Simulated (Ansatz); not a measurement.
# Mg2Zn (P6_3/mmc): equation of state with a fit in Python

Where is the equilibrium volume of Mg2Zn (P6_3/mmc), and how stiff is it? The task is an equation of state with a fit, for Mg2Zn (P6_3/mmc).

Computed with the Python package of Ansatz 0.2.0. Level of theory: DFT r2SCAN, plane waves, PAW.

### Step 1. Starting point

Symmetry: P6_3/mmc, No. 194, hexagonal system. The conventional cell has a = 3.088 Å, b = 3.088 Å, c = 14.527 Å, α = 90.00°, β = 90.00°, γ = 120.00°. Mg (site symmetry 3m) is surrounded by 3 Zn at 2.91 Å and 9 Mg at 3.09 to 3.21 Å. Zn (site symmetry -6m2) is surrounded by 6 Mg at 2.91 Å and 6 Zn at 3.09 Å.

The script holds or builds the structure itself.

### Step 2. The code

File eos_mg2zn.py:

```python
# -*- coding: utf-8 -*-
'''Equation of state of Mg2Zn.'''

import warnings

import ansatz as az
import numpy as np
from pymatgen.analysis.eos import EOS

VECTORS = np.array([
    [3.0882, 0.0, 0.0],
    [-1.5441, 2.67446, 0.0],
    [0.0, 0.0, 14.526551],
])
SITES = [
    ('Mg', (1 / 3, 2 / 3, 0.408177)),
    ('Mg', (1 / 3, 2 / 3, 0.091823)),
    ('Mg', (2 / 3, 1 / 3, 0.908177)),
    ('Mg', (2 / 3, 1 / 3, 0.591823)),
    ('Zn', (2 / 3, 1 / 3, 0.25)),
    ('Zn', (1 / 3, 2 / 3, 0.75)),
]


def build(cell):
    crystal = az.Crystal(lattice=az.Lattice.of(cell))
    for symbol, position in SITES:
        crystal = crystal.atom(symbol, position)
    return crystal


def main():
    warnings.simplefilter('ignore', az.DeckWarning)

    # uniform scaling of the cell
    volumes, energies, pressures = [], [], []
    for scale in np.linspace(0.94, 1.06, 7):
        cell = VECTORS * scale ** (1 / 3)
        job = (
            build(cell).calculation()
            .functional(az.Functional.R2SCAN)
            .pseudopotentials('paw')
            .basis(550)
            .occupations('fermi_dirac', width=50 * az.meV)
            .kpoints(9, 9, 2)
            .stress()
        )
        rep = job.run().report
        volumes.append(abs(np.linalg.det(cell)) / len(SITES))
        energies.append(rep['free_energy_ev'] / len(SITES))
        pressures.append(np.trace(rep['stress_gpa']) / 3)
        print(f'V = {volumes[-1]:8.4f} A^3/atom  F = {energies[-1]:.5f} eV/atom  P = {pressures[-1]:8.3f} GPa')

    for form in ['murnaghan', 'birch_murnaghan', 'vinet']:
        fit = EOS(eos_name=form).fit(volumes, energies)
        print(f'{form:18s} V0 {fit.v0:8.4f} A^3/atom  B0 {fit.b0_GPa:7.1f} GPa  B1 {fit.b1:5.2f}')


if __name__ == '__main__':
    main()
```

### Step 3. The calls as engine input

The package turns the script's settings into the engine's input (first run):

```yaml
crystal:
  lattice:
    - [3.025157820935397, 0.0, 0.0]
    - [-1.5125789104676985, 2.6198638643154206, 0.0]
    - [0.0, 0.0, 14.230007567148148]
  atoms:
    - { symbol: Mg, position: [0.3333333333333333, 0.6666666666666666, 0.408177] }
    - { symbol: Mg, position: [0.3333333333333333, 0.6666666666666666, 0.091823] }
    - { symbol: Mg, position: [0.6666666666666666, 0.3333333333333333, 0.908177] }
    - { symbol: Mg, position: [0.6666666666666666, 0.3333333333333333, 0.591823] }
    - { symbol: Zn, position: [0.6666666666666666, 0.3333333333333333, 0.25] }
    - { symbol: Zn, position: [0.3333333333333333, 0.6666666666666666, 0.75] }
basis:
  ecutwfc: 550.0
kpoints:
  mp_grid:
    grid: [9, 9, 2]
hamiltonian:
  xc: r2scan
  pseudopotentials:
    kind: paw
scf:
  occupations:
    method: fermi_dirac
    width: 0.05
output:
  stress: true
```

### Step 4. The run

The run is started by

```bash
$ python eos_mg2zn.py
```

**Question.** Estimate the equilibrium volume and the bulk modulus.

**Answer**, as computed:

| quantity | value |
| --- | --- |
| runs compared | 7 |
| range of energy | 19.44 meV/atom |
| lowest point, volume (Å³/atom) | 19.597 |
| equilibrium volume (fit) | 19.46 Å³/atom |
| bulk modulus (fit) | 47 GPa |

**Reading.** A third-order Birch-Murnaghan fit through the 7 points has its minimum at 19.46 Å³ an atom, 2.7 % below the typed cell, with a bulk modulus of 47 GPa and dB/dP = 4.3. From that minimum the energy rises by 3.5 meV an atom on the compressed side and 19.6 meV on the expanded side. Caveats:
- Shape and fractional positions are held along the curve, so the bulk modulus is an upper value where they are free to relax, by a factor of two or more in layered or hydrogen-bonded cells.
- For a metal this k-point mesh is coarse: on a finer one energies can move by several to tens of meV an atom and pressures by half a GPa or more, differences at one mesh by less.
- Pressure is positive in compression.
- The structure comes from a database of computed cells and needn't be a stable or known phase.
